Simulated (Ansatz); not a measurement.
**C2H6FNOSSi: a dynamics run in two tries**

Wanted: a short trajectory, and a check that the input is sound. SMILES of the start: O=C(N[SiH3])C(F)S.

Program: Ansatz 0.2.0. Level of theory: UKS PBE0-D4/STO-3G. These are calculated values, not measurements.

## 1. Starting point

Bond lengths: O1–C2 1.247 Å, C2–N3 1.401 Å, N3–Si4 1.751 Å, C2–C5 1.603 Å, C5–F6 1.419 Å, C5–S7 1.820 Å, N3–H8 1.050 Å, Si4–H9 1.443 Å, Si4–H10 1.446 Å, Si4–H11 1.445 Å, C5–H12 1.114 Å, S7–H13 1.357 Å. Angles (14 of 19 angles, heavy atoms first): O1–C2–N3 127.9°, O1–C2–C5 125.2°, N3–C2–C5 106.9°, C2–N3–Si4 126.0°, C2–C5–F6 107.0°, C2–C5–S7 112.7°, F6–C5–S7 112.5°, C2–N3–H8 106.4°, Si4–N3–H8 127.0°, N3–Si4–H9 106.7°, N3–Si4–H10 110.9°, N3–Si4–H11 109.5°, C2–C5–H12 109.2°, F6–C5–H12 108.6°.

Structure file:

```xyz
13

O     0.3148    0.7050    1.7609
C     0.3155    0.5209    0.5274
N     0.0151   -0.6582   -0.1679
Si   -0.3358   -2.2167    0.5500
C     0.6464    1.6386   -0.5728
F     0.6553    0.9890   -1.8348
S    -0.5121    3.0417   -0.5192
H     0.1794   -0.4527   -1.1840
H    -0.7147   -3.0956   -0.5301
H     0.8265   -2.7467    1.2285
H    -1.4189   -2.0779    1.4959
H     1.6611    2.0548   -0.3793
H    -1.6122    2.2630   -0.3599
```

## 2. The run

input.yaml reads:

```yaml
crystal:
  periodic: [false, false, false]
  atoms:
    - { symbol: O, position_ang: [0.314836, 0.704975, 1.760853] }
    - { symbol: C, position_ang: [0.31553, 0.520906, 0.527372] }
    - { symbol: "N", position_ang: [0.015147, -0.658237, -0.167922] }
    - { symbol: Si, position_ang: [-0.335808, -2.216718, 0.55001] }
    - { symbol: C, position_ang: [0.646367, 1.638558, -0.572751] }
    - { symbol: F, position_ang: [0.655285, 0.988973, -1.834792] }
    - { symbol: S, position_ang: [-0.512145, 3.041745, -0.51915] }
    - { symbol: H, position_ang: [0.179448, -0.45273, -1.184042] }
    - { symbol: H, position_ang: [-0.714748, -3.095637, -0.530084] }
    - { symbol: H, position_ang: [0.826499, -2.746655, 1.2285] }
    - { symbol: H, position_ang: [-1.418937, -2.077855, 1.495938] }
    - { symbol: H, position_ang: [1.661091, 2.054824, -0.379345] }
    - { symbol: H, position_ang: [-1.612163, 2.26305, -0.359887] }
magnetization:
  spin_polarized: true
basis:
  gaussian: { orbitals: STO-3G }
hamiltonian:
  xc: pbe0
  dispersion: d4
md:
  timestep: 0.5
  n_steps: 25
  ensemble: nve
  temperature: 300.0
  initial_velocities: maxwell_boltzmann
  seed: 244533
  friction: 0.01
```

The run is started by

```
> ansatz run input.yaml --threads 1 --pin off --max-ram 2048MiB --backend cpu --events-out ev --progress --plain --runs-dir out
```

**Question.** What will these runs give? Wanted: first try.

**Answer**, as computed:

```
 quantity                                                                           value
first try                                                                         refused
    cause  friction belongs to the Langevin ensembles, and this run is at constant energy
```

**Reading.** The fault in the first input was caught at the input check and cost nothing.
